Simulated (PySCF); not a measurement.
# TbC: bond curves at several levels of theory

What are the lowest state that PBE0 finds, the bond length, vibrational wavenumber and bond energy of TbC, and how much do these hang on the method?

The runs use PySCF 2.14.0; Tb x2c-SVPall, C x2c-SVPall, spin-free X2C with a Gaussian nucleus.

### 1 The job

The job is set up so:

* atoms: Tb, C
* charge: 0
* basis: Tb x2c-SVPall, C x2c-SVPall
* Hamiltonian: spin-free X2C with a Gaussian nucleus
* basis functions: 99
* electrons treated: 71
* masses in u: 158.9253, 12.0000
* levels: PBE0, PBE, r²SCAN, TPSS, BHandHLYP, HSE06, HF, MP2, SCS-MP2
* grid: 80 radial by 434 angular points
* occupations: held fixed by the projection of orbital angular momentum
* dissociation limit: Tb + C, each in its ground configuration
* starting distance in angstrom: 2.047
* values of 2S to try: 3, 5, 7, 9

Command:

```
> OMP_NUM_THREADS=2 python dia.py task.json out
```

After this run come: PBE0 along the bond; Excited determinants; PBE (GGA); r²SCAN (meta-GGA); TPSS (meta-GGA); BHandHLYP (global hybrid GGA); HSE06 (range-separated hybrid); UHF (mean field).

**Question.** What will these runs give? Wanted: for each run, Re; ωe; De; μ.

The runs gave:

Lowest PBE0 solution found, without spin–orbit coupling: decet, unpaired electrons σ ↑↑↑, π ↑↑↑, δ ↑, φ ↑↑, about 8.1 electrons in the 4f shell (Mulliken). State 2 has its PBE0 minimum 0.13 eV higher, as a spin-mixed determinant (⟨S²⟩ = 10.70), so this is no gap between pure states. State 3 has its PBE0 minimum 0.40 eV higher, as a spin-mixed determinant (⟨S²⟩ = 16.65), so this is no gap between pure states. The other levels ran on the lowest alone.

```csv
level,Re (Å),ωe (cm⁻¹),De (eV),μ (D)
PBE,2.097,552,3.27,-4.34
TPSS,2.099,548,3.24,-4.44
r²SCAN,2.071,568,3.58,-4.53
PBE0,2.015,726,3.37,-4.72
HSE06,2.018,722,3.40,-4.72
BHandHLYP,2.023,736,3.46,-5.18
```

De is counted to Tb + C in their ground configurations. A positive dipole means Tb(−)C(+). No constants: UHF (the points don't follow one smooth fit); UHF-MP2 (the points don't follow one smooth fit); UHF-SCS-MP2 (the points don't follow one smooth fit).

The methods spread over 0.084 Å in bond length, from PBE0 to TPSS. Of the levels with a De here, TPSS gives the least (3.24 eV) and r²SCAN the most (3.58 eV).

Correlated steps freeze 19 core orbitals. These are scalar-relativistic numbers at best; spin–orbit coupling would shift them, the dissociation energy most. The state is the lowest single determinant that the PBE0 search found; with open d or f shells the true ground state can be another one. With spin–orbit coupling the term label itself may not hold.
